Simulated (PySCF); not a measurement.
# TiClF₃: fields and orbitals

For TiClF₃, the scripts below analyse its density (charges, bond critical points, surface potential), see where an electron leaves and enters and measure its response to a uniform field.

The runs use PySCF 2.14.0; levels as typed in each script, gas phase, geometry from GFN2-xTB.

### 1 The system as given

SMILES `F[Ti](F)(F)Cl`, 5 atoms, charge 0, spin multiplicity 1.

Bond lengths: F1–Ti2 1.693 Å, Ti2–F3 1.693 Å, Ti2–F4 1.693 Å, Ti2–Cl5 2.108 Å. Angles: F1–Ti2–F3 113.5°, F1–Ti2–F4 113.4°, F1–Ti2–Cl5 105.1°, F3–Ti2–F4 113.4°, F3–Ti2–Cl5 105.1°, F4–Ti2–Cl5 105.1°.

As a file:

```
F     0.80424    1.25053    1.05178
Ti    0.36239   -0.00010    0.00021
F     0.80353   -1.53659    0.55666
F     0.80388    0.28586   -1.60894
Cl   -1.74573    0.00023   -0.00001
```

### 2 Density, bond paths and surface potential (PBE/def2-tzvp)

input.py reads:

```python
import numpy as np
from pyscf import gto, scf, dft
from pyscf.scf import atom_ks, atom_hf
from scipy.linalg import block_diag

def solve(mol, dm0=None, hcore=None):
    mf = (dft.UKS if mol.spin else dft.RKS)(mol, xc='pbe')
    mf.grids.level = 3
    mf = mf.density_fit(auxbasis='def2-universal-jkfit')
    mf.conv_tol, mf.max_cycle = 1e-8, 80
    if hcore is not None:
        mf.get_hcore = lambda *args: hcore
    mf.kernel(dm0)
    if not mf.converged:
        mf = mf.newton().run(mf.mo_coeff, mf.mo_occ, max_cycle=30)
    assert mf.converged, 'SCF not converged'
    return mf

mol = gto.M(atom='''
F      0.80424     1.25053     1.05178
Ti     0.36239    -0.00010     0.00021
F      0.80353    -1.53659     0.55666
F      0.80388     0.28586    -1.60894
Cl    -1.74573     0.00023    -0.00001
''', basis='def2-tzvp', charge=0, spin=0, verbose=4)
mf = solve(mol)
mf.analyze()
# spherically averaged free atoms, for the promolecule
atm = atom_ks.get_atm_nrks(mol, xc='pbe')
pro = block_diag(*[(atm[a[0]][2] * atm[a[0]][3]) @ atm[a[0]][2].T for a in mol._atom])
np.savez('result.npz', e=mf.e_tot, c=mf.mo_coeff, occ=mf.mo_occ, eps=mf.mo_energy, pro=pro, dip=mf.dip_moment(verbose=0), s2=mf.spin_square()[0])
```

Command:

```bash
> OMP_NUM_THREADS=1 python input.py
```

### 4 Removing and adding an electron (PBE/def2-tzvp)

input.py reads:

```python
import numpy as np
from pyscf import gto, scf, dft
from pyscf.scf import atom_ks, atom_hf
from scipy.linalg import block_diag

def solve(mol, dm0=None, hcore=None):
    mf = (dft.UKS if mol.spin else dft.RKS)(mol, xc='pbe')
    mf.grids.level = 3
    mf = mf.density_fit(auxbasis='def2-universal-jkfit')
    mf.conv_tol, mf.max_cycle = 1e-8, 80
    if hcore is not None:
        mf.get_hcore = lambda *args: hcore
    mf.kernel(dm0)
    if not mf.converged:
        mf = mf.newton().run(mf.mo_coeff, mf.mo_occ, max_cycle=30)
    assert mf.converged, 'SCF not converged'
    return mf

mol = gto.M(atom='''
F      0.80424     1.25053     1.05178
Ti     0.36239    -0.00010     0.00021
F      0.80353    -1.53659     0.55666
F      0.80388     0.28586    -1.60894
Cl    -1.74573     0.00023    -0.00001
''', basis='def2-tzvp', charge=0, spin=0, verbose=4)
mf = solve(mol)
out = dict(e0=mf.e_tot, dm0=mf.make_rdm1(), c=mf.mo_coeff, occ=mf.mo_occ, eps=mf.mo_energy)
for name, dq, spin in [('cation', 1, 1)]:
    ion = mol.copy().set(charge=mol.charge + dq, spin=spin).build()
    mi = solve(ion)
    if spin and dq > 0 and mol.nao < 130:
        c, _, stable, _ = mi.stability(return_status=True)
        if not stable:
            mi = solve(ion, mi.make_rdm1(c, mi.mo_occ))
    print(name, 'vertical energy change / eV', (mi.e_tot - mf.e_tot) * 27.211386)
    out.update({'e_' + name: mi.e_tot, 'dm_' + name: mi.make_rdm1(), 's2_' + name: mi.spin_square()[0], 'eps_' + name: mi.mo_energy, 'occ_' + name: mi.mo_occ})
# spherically averaged free atoms, for the promolecule
atm = atom_ks.get_atm_nrks(mol, xc='pbe')
pro = block_diag(*[(atm[a[0]][2] * atm[a[0]][3]) @ atm[a[0]][2].T for a in mol._atom])
np.savez('result.npz', pro=pro, **out)
```

### 5 Response to an electric field (PBE/def2-tzvp)

input.py reads:

```python
import numpy as np
from pyscf import gto, scf, dft
from pyscf.scf import atom_ks, atom_hf
from scipy.linalg import block_diag

def solve(mol, dm0=None, hcore=None):
    mf = (dft.UKS if mol.spin else dft.RKS)(mol, xc='pbe')
    mf.grids.level = 3
    mf = mf.density_fit(auxbasis='def2-universal-jkfit')
    mf.conv_tol, mf.max_cycle = 1e-8, 80
    if hcore is not None:
        mf.get_hcore = lambda *args: hcore
    mf.kernel(dm0)
    if not mf.converged:
        mf = mf.newton().run(mf.mo_coeff, mf.mo_occ, max_cycle=30)
    assert mf.converged, 'SCF not converged'
    return mf

mol = gto.M(atom='''
F      0.80424     1.25053     1.05178
Ti     0.36239    -0.00010     0.00021
F      0.80353    -1.53659     0.55666
F      0.80388     0.28586    -1.60894
Cl    -1.74573     0.00023    -0.00001
''', basis='def2-tzvp', charge=0, spin=0, verbose=4)
field = np.array([0.004, 0.0, 0.0])  # atomic units
mol.set_common_orig(mol.atom_charges() @ mol.atom_coords() / mol.atom_charges().sum())
mf = solve(mol)
out = dict(dm0=mf.make_rdm1(), d0=mf.dip_moment(unit='AU'), e0=mf.e_tot)
for name, sign in (('p', 1), ('m', -1)):
    h = mf.get_hcore() + sign * np.einsum('x,xij->ij', field, mol.intor('int1e_r'))
    mi = solve(mol, mf.make_rdm1(), h)
    out.update({'dm' + name: mi.make_rdm1(), 'd' + name: mi.dip_moment(unit='AU'), 'e' + name: mi.e_tot})
# spherically averaged free atoms, for the promolecule
atm = atom_ks.get_atm_nrks(mol, xc='pbe')
pro = block_diag(*[(atm[a[0]][2] * atm[a[0]][3]) @ atm[a[0]][2].T for a in mol._atom])
np.savez('result.npz', pro=pro, **out)
```

(Steps that only read results are left out.)

Q: Predict the outcome of this session. Wanted: dipole moment; HOMO, LUMO; polarisability along the field.

**Answer**, as computed:

| quantity | value |
| --- | --- |
| dipole moment (PBE/def2-tzvp) | 0.46 D |
| HOMO, LUMO (PBE/def2-tzvp) | -8.64, -3.76 eV |
| polarisability along the field (PBE/def2-tzvp) | 53.0 bohr³ |

At PBE/def2-tzvp: The highest Hirshfeld charge is on Ti2 (+0.66 e), the lowest on F1, F3 and F4 (−0.19 e). The geometry was not optimised at these levels.
